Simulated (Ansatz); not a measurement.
# C2H8OSi2: the cost of one run

Method: RKS PBE-D4/6-31G*, in Ansatz 0.2.0.

**1. Starting point**

Bond lengths: Si1–Si2 2.295 Å, Si2–C3 1.852 Å, C3–C4 1.441 Å, Si2–O5 1.664 Å, C4–O5 1.488 Å, Si1–H6 1.438 Å, Si1–H7 1.532 Å, Si1–H8 1.436 Å, Si2–H9 1.452 Å, C3–H10 1.080 Å, C3–H11 1.123 Å, C4–H12 1.096 Å, C4–H13 1.161 Å. Angles (14 of 25 angles, heavy atoms first): Si1–Si2–C3 116.2°, Si1–Si2–O5 116.3°, C3–Si2–O5 79.1°, Si2–C3–C4 85.9°, C3–C4–O5 100.0°, Si2–O5–C4 91.7°, Si1–Si2–H9 114.2°, C3–Si2–H9 114.7°, O5–Si2–H9 111.8°, Si2–Si1–H6 111.6°, Si2–Si1–H7 108.1°, Si2–Si1–H8 111.9°, Si2–C3–H10 114.8°, Si2–C3–H11 115.5°.

Structure file:

```xyz
13

Si    0.2714   -1.0758    1.9312
Si    0.2064   -0.8265   -0.3488
C     0.5687    0.8705   -0.9974
C    -0.8578    1.0044   -1.1529
O    -1.2683   -0.4181   -1.0030
H     1.6209   -1.0535    2.4273
H    -0.4225    0.1359    2.5622
H    -0.4239   -2.2564    2.3607
H     0.8411   -1.9065   -1.0838
H     1.1567    0.8927   -1.9027
H     1.0347    1.5808   -0.2622
H    -1.2316    1.3778   -2.1129
H    -1.4754    1.6400   -0.4028
```

**2. Relaxing the start**

Contents of input.yaml:

```yaml
crystal:
  periodic: [false, false, false]
  atoms:
    - { symbol: Si, position_ang: [0.2714, -1.0758, 1.9312] }
    - { symbol: Si, position_ang: [0.2064, -0.8265, -0.3488] }
    - { symbol: C, position_ang: [0.5687, 0.8705, -0.9974] }
    - { symbol: C, position_ang: [-0.8578, 1.0044, -1.1529] }
    - { symbol: O, position_ang: [-1.2683, -0.4181, -1.003] }
    - { symbol: H, position_ang: [1.6209, -1.0535, 2.4273] }
    - { symbol: H, position_ang: [-0.4225, 0.1359, 2.5622] }
    - { symbol: H, position_ang: [-0.4239, -2.2564, 2.3607] }
    - { symbol: H, position_ang: [0.8411, -1.9065, -1.0838] }
    - { symbol: H, position_ang: [1.1567, 0.8927, -1.9027] }
    - { symbol: H, position_ang: [1.0347, 1.5808, -0.2622] }
    - { symbol: H, position_ang: [-1.2316, 1.3778, -2.1129] }
    - { symbol: H, position_ang: [-1.4754, 1.64, -0.4028] }
basis:
  gaussian: { orbitals: "6-31G*" }
hamiltonian:
  xc: pbe
  dispersion: d4
relax:
  f_tol: 0.02
  max_steps: 40
```

The run is started by

```bash
$ ansatz run input.yaml --threads 2 --pin off --max-ram 3072MiB --backend cpu --events-out ev --progress --plain --runs-dir out
```

**Question.** How long does this run take on 2 threads of Arm Neoverse N1, shared host, and how much memory does it need?

About 42 s, with a peak of 0.14 GiB.
